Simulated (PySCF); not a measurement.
# doublet [GaHBr2]+: levels of theory compared

Aim: a comparison of 6 runs (UB3LYP/6-31G*, U-wB97M-V/def2-SVP, U-wB97X/def2-SVP, UB3LYP/def2-SVP, UCAM-B3LYP/def2-SVP, UPBE0/def2-SVP) of doublet [GaHBr2]+. The job is set up through a Python script.

The results are computed with PySCF 2.14.0.

6 further runs of the same task are left out: 4 that didn't finish, 2 set aside as unsound or not needed.

## 1. Starting point

[GaHBr2]+ has 4 atoms, charge +1, and is taken as a doublet. As SMILES of the parent species, `[Br][GaH][Br]`. Geometry: relaxed at PBE0-D4/def2-TZVP. That shape belongs to the parent species and isn't relaxed for this state.

Bond lengths: Br1–Ga2 2.274 Å, Ga2–Br3 2.274 Å, Ga2–H4 1.549 Å. Angles: Br1–Ga2–Br3 116.0°, Br1–Ga2–H4 122.0°, Br3–Ga2–H4 122.0°.

## 2. A single-point energy at UB3LYP/6-31G(d) (spherical functions) (run 1)

Input file job.py:

```python
from pyscf import gto, dft

mol = gto.M(
    atom='''
Br      -2.066700       0.047400      -0.609100
Ga       0.130800       0.163600      -0.035600
Br       1.021500      -1.717900       0.879600
H        0.969900       1.446500      -0.255100
''',
    basis='6-31g*',
    max_memory=1860,
    verbose=4,
    charge=1,
    spin=1,
)

mf = dft.UKS(mol, xc='b3lyp')
mf.grids.level = 5
mf.conv_tol = 1e-10
mf.kernel()
if not mf.converged:
    mf = mf.newton().run(mf.mo_coeff, mf.mo_occ)

etot = mf.e_tot
print(f'total energy: {etot:.8f} hartree')
```

Run with:

```bash
$ OMP_NUM_THREADS=1 python job.py
```

Standard output:

```text
PySCF version 2.14.0

[... 53 lines left out ...]
WARN: HOMO -0.327086823503789 >= LUMO -0.327086823503786
[... 54 lines left out ...]
converged SCF energy = -7072.69120754411  <S^2> = 0.75499265  2S+1 = 2.0049864
total energy: -7072.69120754 hartree
```

Wall time 25 s (1 thread of Intel Xeon Platinum 8488C (Sapphire Rapids), shared host); peak memory 0.55 GiB.

## 3. The energy at U-wB97M-V/def2-SVP (run 2)

Input file start.xyz:

```xyz
4
Br2GaH
Br    -2.066700     0.047400    -0.609100
Ga     0.130800     0.163600    -0.035600
Br     1.021500    -1.717900     0.879600
H      0.969900     1.446500    -0.255100
```

Input file run.py:

```python
from pyscf import gto, dft

molecule = gto.M(
    atom='start.xyz',
    charge=1,
    basis='def2-svp',
    max_memory=1860,
    verbose=4,
    spin=1,
)

ks = dft.UKS(molecule)
ks.xc = 'wb97m-v'
ks.conv_tol = 1e-10
ks.grids.level = 5
ks.nlcgrids.level = 1
ks.kernel()
if not ks.converged:
    ks = ks.newton().run(ks.mo_coeff, ks.mo_occ)

etot = ks.e_tot
print('E(%s) = %.9f' % ('WB97M-V', etot))
```

Run with:

```bash
$ OMP_NUM_THREADS=1 python run.py
```

Standard output:

```text
PySCF version 2.14.0

[... 63 lines left out ...]
WARN: HOMO -0.355710103350655 >= LUMO -0.355710103350646
[... 98 lines left out ...]
converged SCF energy = -7072.21194267051  <S^2> = 0.75999569  2S+1 = 2.0099708
E(WB97M-V) = -7072.211942671
```

Run time: 2.5 min. Hardware: 1 thread of Intel Xeon Platinum 8488C (Sapphire Rapids), shared host; peak memory 0.57 GiB.

Runs 3 to 5 aren't shown in full; the table further down has their settings and results.

## 4. A single-point energy at UPBE0/def2-SVP (run 6)

Input file run.py:

```python
from pyscf import gto, dft

molecule = gto.M(
    atom='''
Br      -2.066700       0.047400      -0.609100
Ga       0.130800       0.163600      -0.035600
Br       1.021500      -1.717900       0.879600
H        0.969900       1.446500      -0.255100
''',
    basis='def2-svp',
    verbose=3,
    spin=1,
    max_memory=1860,
    charge=1,
)

ks = dft.UKS(molecule)
ks.xc = 'pbe0'
ks.conv_tol = 1e-10
ks.grids.level = 5
ks.kernel()
if not ks.converged:
    ks = ks.newton().run(ks.mo_coeff, ks.mo_occ)

e_final = ks.e_tot
print(f'total energy: {e_final:.8f} hartree')
```

Run with:

```bash
$ OMP_NUM_THREADS=1 python run.py
```

Standard output:

```text
converged SCF energy = -7071.76469375357  <S^2> = 0.75640567  2S+1 = 2.0063954
total energy: -7071.76469375 hartree
```

Wall time 23 s (1 thread of Intel Xeon Platinum 8488C (Sapphire Rapids), shared host); peak memory 0.56 GiB.

## 5. Overview of the runs

| run | level | nlc grid | energy (Eh) | HOMO energy (eV) | LUMO energy (eV) | ⟨S²⟩ | wall time |
| --- | --- | --- | --- | --- | --- | --- | --- |
| 1 | UB3LYP/6-31G* (spherical functions) | – | -7072.691208 | -13.64 | -12.85 | 0.755 | 25 s |
| 2 | U-wB97M-V/def2-SVP | 1 | -7072.211943 | -15.43 | -11.30 | 0.760 | 2.5 min |
| 3 | U-wB97X/def2-SVP | – | -7072.698866 | -15.42 | -11.30 | 0.762 | 54 s |
| 4 | UB3LYP/def2-SVP | – | -7072.719096 | -13.65 | -12.84 | 0.755 | 23 s |
| 5 | UCAM-B3LYP/def2-SVP | – | -7072.967381 | -14.69 | -11.98 | 0.760 | 50 s |
| 6 | UPBE0/def2-SVP | – | -7071.764694 | -13.82 | -12.77 | 0.756 | 23 s |

## 6. Outcome

| quantity | value |
| --- | --- |
| run 6: total energy | -7071.76469 Eh |
| run 6: HOMO energy (highest over α and β) | -13.82 eV |
| run 6: LUMO energy (lowest over α and β) | -12.77 eV |
| run 6: ⟨S²⟩ | 0.756 |

In words: Totals of different functionals can't be ranked against each other. All runs together took 5.4 min, the longest 2.5 min.
